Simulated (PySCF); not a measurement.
# C3H7AlFN: the cost of one run

The runs use PySCF 2.14.0, with density-fitted response routines of our own; the level of theory stands in each step. All values are computed, except where a source is named. Atoms are numbered from 0 throughout.

## Step 1: Starting geometry

13 atoms, charge 0, multiplicity 1; geometry from: PBE0-D3(BJ)/def2-SVP.

Bonds of the start (Å): F0–C1 1.36, C1–C2 1.53, C2–C3 1.45, C3–N4 1.15, N4–Al5 2.04, C1–H6 1.10, C1–H7 1.10, C2–H8 1.10, C2–H9 1.10, Al5–H10 1.60, Al5–H11 1.60, Al5–H12 1.60.

## Step 2: NMR shieldings: PBE0/pcSseg-1

What the job is given:

```
{"job": {"kind": "nmr", "xc": "PBE0", "basis": "pcSseg-1", "pop": false}, "charge": 0, "multiplicity": 1}
F     -3.517347    -0.009964     0.745642
C     -2.229581    -0.437667     0.633483
C     -1.358243     0.784731     0.345925
C      0.043521     0.452100     0.198408
N      1.152284     0.163115     0.081669
Al     3.110010    -0.367015    -0.135654
H     -1.918773    -0.923932     1.572396
H     -2.154857    -1.170003    -0.186646
H     -1.698964     1.276101    -0.579668
H     -1.459480     1.515443     1.164727
H      3.502631    -0.514618     1.412019
H      3.636581     0.928859    -0.918093
H      2.897352    -1.713828    -0.980261
```

Method: GIAO PBE0/pcSseg-1 NMR shielding, non-relativistic, gas phase.

Run with:

```sh
$ OMP_NUM_THREADS=1 python probes_run.py task.json out
```

The driver reads the jobs from task.json and runs them one after another.

Q: Estimate the wall time and peak memory of this first job on 1 thread of Arm Neoverse V1, shared host.

About 12 s, with a peak of 0.76 GiB.
